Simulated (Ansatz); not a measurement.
# AlH (SMILES [AlH]) at PBE0/cc-pVTZ

Aim: the electronic atomisation energy of AlH at PBE0/cc-pVTZ, from 3 runs. 

The calculation is run with Ansatz 0.2.0.

53 further runs of the same task are left out: 53 set aside as unsound or not needed.

## (1) The molecule

AlH has 2 atoms, charge 0, and is taken as a singlet. As SMILES, `[AlH]`. Geometry: a GFN2-xTB relaxation, a rough one for these elements and not checked as a minimum.

Bond lengths: Al1–H2 1.613 Å.

## (2) The energy at PBE0/cc-pVTZ

File molecule.yaml:

```yaml
crystal:
  periodic: [false, false, false]
  atoms:
    - {symbol: Al, position_ang: [0.000000, 0.000000, 0.000000]}
    - {symbol: H, position_ang: [0.000000, 0.000000, 1.613470]}
basis:
  gaussian:
    orbitals: cc-pVTZ
hamiltonian:
  xc: pbe0
accuracy: high
```

Launch:

```bash
$ ansatz run molecule.yaml --threads 1 --pin off --max-ram 2610MiB --events-out events.jsonl --progress --plain --runs-dir runs
```

The log of the run:

```text
Warning: RAYON_NUM_THREADS=1 ignored (pool sized by the plan → 1); use --threads N
Functional definition: PBE0
  name "PBE0"
  parameter a = 0.25
  parameter kappa = 0.804
  parameter beta = 0.06672455060314922
  exchange = (1 - a)*pbe_x(kappa = kappa, mu = beta*pi^2/3) + a*exact_x
  correlation = pbe_c(beta = beta)
632 factors; integrals over basis functions are off by at most 3.7e-9 eV
mean field evaluation 1: about -6608.1705 eV, gradient 9.8e0 eV
mean field evaluation 2: about -6608.5128 eV, gradient 4.3e0 eV
mean field evaluation 4: about -6608.6094 eV, gradient 4.3e-1 eV
mean field evaluation 8: about -6608.6089 eV, gradient 6.6e-4 eV
mean field evaluation 16: about -6608.6089 eV, gradient 8.1e-8 eV
mean field -6608.60890644 eV, -242.8618978356 hartree, gradient 8.1e-8 eV, S^2 0.000000; 0 other end points of the search recorded, 0 dependent functions left out
reference -6608.60890820 eV, -242.8618979005 hartree; 7, 7 occupied and 41, 41 virtual orbitals, 632 factors
Total energy: -6608.60890820 eV, -242.8618979005 hartree
```

It took 1.1 s on 1 thread of Intel Xeon Platinum 8259CL at 2.50GHz (Skylake/Cascade Lake), shared host; peak memory 0.1 GiB.

## (3) The Al atom, same level

File input.yaml:

```yaml
crystal:
  periodic: [false, false, false]
  atoms:
    - {symbol: Al, position_ang: [0.000000, 0.000000, 0.000000]}
basis:
  gaussian: {orbitals: cc-pVTZ}
magnetization: {spin_polarized: true, initial_magnetization: 1}
hamiltonian: {xc: {name: PBE0}}
accuracy: high
```

Launch:

```bash
$ ansatz run input.yaml --threads 1 --pin off --max-ram 2610MiB --events-out events.jsonl --progress --plain --runs-dir runs
```

The log of the run, shortened:

```text
Warning: RAYON_NUM_THREADS=1 ignored (pool sized by the plan → 1); use --threads N
[... 7 set-up lines as earlier in the session ...]
344 factors; integrals over basis functions are off by at most 2.9e-9 eV
mean field evaluation 1: about -6591.9668 eV, gradient 1.7e0 eV
mean field evaluation 2: about -6592.0131 eV, gradient 4.1e-1 eV
mean field evaluation 4: about -6592.0125 eV, gradient 4.1e-1 eV
mean field evaluation 8: about -6592.0161 eV, gradient 1.7e-3 eV
mean field evaluation 16: about -6592.0161 eV, gradient 6.4e-8 eV
mean field -6592.01610625 eV, -242.2521236756 hartree, gradient 6.4e-8 eV, S^2 0.757125; 0 other end points of the search recorded, 0 dependent functions left out
reference -6592.01610780 eV, -242.2521237326 hartree; 7, 6 occupied and 27, 28 virtual orbitals, 344 factors
Total energy: -6592.01610780 eV, -242.2521237326 hartree
```

Run time: 1.4 s. Hardware: 1 thread of Intel Xeon Platinum 8259CL at 2.50GHz (Skylake/Cascade Lake), shared host; peak memory 0.11 GiB.

## (4) The H atom at the same level

File input.yaml:

```yaml
basis:
  gaussian:
    orbitals: cc-pVTZ
crystal:
  periodic: [false, false, false]
  atoms:
    - {symbol: H, position_ang: [0.000000, 0.000000, 0.000000]}
magnetization:
  spin_polarized: true
  initial_magnetization: 1
hamiltonian:
  xc: pbe0
accuracy: high
```

Run the same way, it converges to -0.50104 Eh (log not shown).

## (5) Outcome

At PBE0/cc-pVTZ:

| quantity | value |
| --- | --- |
| molecule: total energy | -242.86190 Eh |
| Al atom: total energy | -242.25212 Eh |
| Al atom: ⟨S²⟩ | 0.757 |
| H atom: total energy | -0.50104 Eh |
| H atom: ⟨S²⟩ | 0.750 |
| electronic atomisation energy | 2.959 eV |

**Reading.** Taking the molecule apart into free atoms costs 2.96 eV (285 kJ/mol), before zero-point energy and without spin-orbit coupling.
